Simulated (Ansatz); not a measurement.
# C₂H₅NSe: small, medium and large basis sets

An exercise on one series of results from a longer session: the logs are not shown, and one member is left open.

Method: one geometry, several basis sets; program: Ansatz 0.2.0, Gaussian basis.

Plan: PBE0-D4/def2-SVP; ωB97M-V/def2-SVP; PBE0-D4/def2-QZVPP; ωB97M-V/def2-QZVPP; the functionals' def2-TZVPP values are taken from earlier runs.

**Structure used throughout**

All runs share one geometry, relaxed beforehand with PBE0-D4 in a triple-zeta def2 set.

9 atoms, charge 0, spin multiplicity 1.

Atoms are counted from 1 here; the program's logs count them from 0.

Bond lengths: C1–N2 1.260 Å, C1–H5 1.099 Å, C1–H6 1.089 Å, N2–C3 1.431 Å, C3–Se4 1.957 Å, C3–H7 1.091 Å, C3–H8 1.097 Å, Se4–H9 1.469 Å. Angles: N2–C1–H5 123.3°, N2–C1–H6 119.2°, H5–C1–H6 117.5°, C1–N2–C3 117.1°, N2–C3–Se4 111.5°, N2–C3–H7 109.5°, N2–C3–H8 114.1°, Se4–C3–H7 103.5°, Se4–C3–H8 108.5°, H7–C3–H8 109.3°, C3–Se4–H9 94.3°.

Set-up of the first run:

Contents of in.yaml:

```yaml
crystal:
  periodic: [false, false, false]
  atoms:
    - {symbol: C, position_ang: [-0.406953, 1.373666, -0.467218]}
    - {symbol: N, position_ang: [-0.835894, 0.191555, -0.385876]}
    - {symbol: C, position_ang: [0.140147, -0.851406, -0.297409]}
    - {symbol: Se, position_ang: [0.032132, -1.790410, 1.416699]}
    - {symbol: H, position_ang: [0.662400, 1.628004, -0.475310]}
    - {symbol: H, position_ang: [-1.119468, 2.194190, -0.533386]}
    - {symbol: H, position_ang: [-0.090587, -1.628806, -1.027954]}
    - {symbol: H, position_ang: [1.172489, -0.511194, -0.443733]}
    - {symbol: H, position_ang: [0.534232, -0.651899, 2.197087]}
basis:
  gaussian: {orbitals: def2-SVP}
hamiltonian: {xc: pbe0, dispersion: d4}
output: {orbitals: {seedname: orbitals}}
```

Among the steps run: PBE0-D4 in def2-SVP; ωB97M-V in def2-SVP; PBE0-D4 in def2-QZVPP; ωB97M-V in def2-QZVPP.

One table of the session follows, with a row left open; its other results are not shown here.

It belongs to the step «Density functionals: the series». 

| functional | basis | HOMO (eV) |
| --- | --- | --- |
| PBE0-D4 | def2-SVP | -6.57 |
| PBE0-D4 | def2-TZVPP | -6.69 |
| PBE0-D4 | def2-QZVPP | -6.72 |
| ωB97M-V | def2-SVP | -8.76 |
| ωB97M-V | def2-TZVPP | ? |
| ωB97M-V | def2-QZVPP | -8.92 |

Q: Estimate the row for ωB97M-V, def2-TZVPP from the others.

**Answer.** HOMO (eV): -8.90. In the column «HOMO (eV)» it lies between ωB97M-V, def2-QZVPP (-8.92) and ωB97M-V, def2-SVP (-8.76).
